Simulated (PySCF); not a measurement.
# [Tm(NH2)4]−: other functionals and bases at one geometry

The task here is to estimate one member of a computed series from the others.

Computed with PySCF 2.14.0. Level: several levels, as the steps say, no spin–orbit coupling.

1 further run of the same task is left out (for a known fault of the program).

## Starting geometry

13 atoms, charge -1, spin multiplicity 1.

Bond lengths: Tm1–N2 2.217 Å, Tm1–N5 2.217 Å, Tm1–N8 2.217 Å, Tm1–N11 2.217 Å, N2–H3 1.019 Å, N2–H4 1.021 Å, N5–H6 1.021 Å, N5–H7 1.019 Å, N8–H9 1.021 Å, N8–H10 1.019 Å, N11–H12 1.019 Å, N11–H13 1.021 Å. Angles: N2–Tm1–N5 111.5°, N2–Tm1–N8 105.5°, N2–Tm1–N11 111.5°, N5–Tm1–N8 111.5°, N5–Tm1–N11 105.5°, N8–Tm1–N11 111.5°, Tm1–N2–H3 130.4°, Tm1–N2–H4 123.8°, H3–N2–H4 105.8°, Tm1–N5–H6 123.8°, Tm1–N5–H7 130.3°, H6–N5–H7 105.8°, Tm1–N8–H9 123.8°, Tm1–N8–H10 130.4°, H9–N8–H10 105.8°, Tm1–N11–H12 130.3°, Tm1–N11–H13 123.8°, H12–N11–H13 105.8°.

Coordinates:

```xyz
13
charge -1, multiplicity 1
Tm    0.0000    0.0000    0.0000
N     1.3418    1.1776    1.3144
H     1.2775    1.3807    2.3111
H     2.2118    1.6083    0.9990
N    -1.3418   -1.3144    1.1776
H    -2.2119   -0.9989    1.6082
H    -1.2774   -2.3111    1.3808
N     1.3418   -1.1776   -1.3144
H     2.2118   -1.6083   -0.9990
H     1.2775   -1.3807   -2.3111
N    -1.3418    1.3144   -1.1776
H    -1.2774    2.3111   -1.3808
H    -2.2119    0.9989   -1.6082
```

Formal oxidation states: Tm +3. Each metal's 12 4f electrons lie in its core potential, so multiplicities, spins and levels count the valence alone. An earlier session relaxed this geometry at PBE0, Tm lcecp-1-SVP with ECP58, N def2-SVP, H def2-SVP (singlet, point group S4).

At PBE0 on the finer grid: E = -262.365633 Eh, HOMO -1.11 eV, LUMO 4.22 eV, Mulliken charge on Tm1 +0.60 e, largest force component 0.008 eV/Å. 

Levels to run: HF; TPSSh; PBE0, TZVP. Hardware: 2 threads of Arm Neoverse V1, shared host.

Set-up of the first run:

run.py (the lines that set the calculation)

```python
mol = gto.M(atom='''
Tm     0.00001     0.00000     0.00000
N      1.34177     1.17755     1.31440
H      1.27749     1.38068     2.31108
H      2.21176     1.60827     0.99905
N     -1.34177    -1.31437     1.17756
H     -2.21188    -0.99892     1.60816
H     -1.27738    -2.31112     1.38078
N      1.34177    -1.17755    -1.31440
H      2.21176    -1.60827    -0.99905
H      1.27749    -1.38068    -2.31108
N     -1.34177     1.31437    -1.17756
H     -1.27738     2.31112    -1.38078
H     -2.21188     0.99892    -1.60816''',
    basis={'Tm': 'lcecp-1-SVP', 'N': 'def2-SVP', 'H': 'def2-SVP'},
    ecp={'Tm': 'lcecp-1-SVP'},
    charge=-1, spin=0)
mf = scf.RHF(mol)
mf = mf.density_fit()  # fitting sets: Tm AutoAux, N def2-universal-JKFIT, H def2-universal-JKFIT
mf.conv_tol = 1e-08; mf.max_cycle = 55
mf.kernel(dm0)  # dm0: the density of the relaxed state
```

The run is started by

```sh
$ OMP_NUM_THREADS=2 python run.py
```

Steps of the session up to this table: HF; TPSSh; PBE0, TZVP.

One of the session's tables, all rows but one given; the rest of the session is left out.

```
              level  HOMO (eV)  gap (eV)  charge on Tm1 (e)  largest force component (eV/Å)
PBE0 (relaxed here)      -1.11      5.33               0.60                            0.01
                 HF      -4.60     10.81               1.18                            0.75
              TPSSh          ?         ?                  ?                               ?
         PBE0, TZVP      -1.42      5.35               1.45                            0.31
```

Estimate the missing values for TPSSh.

**Answer.** HOMO (eV): -0.33; gap (eV): 4.35; charge on Tm1 (e): 0.58; largest force component (eV/Å): 0.20. In the column «HOMO (eV)» it is the highest.

In one basis the HOMO–LUMO gap runs from 4.35 eV (TPSSh) to 10.81 eV (HF). The largest leftover force, 0.75 eV/Å with HF, stands at a geometry relaxed at another level. With 4f in the core, its levels are missing from HOMO and gap, and its count is fixed, so no charge can pass from the ligands into it. Total energies of different levels can't be compared.
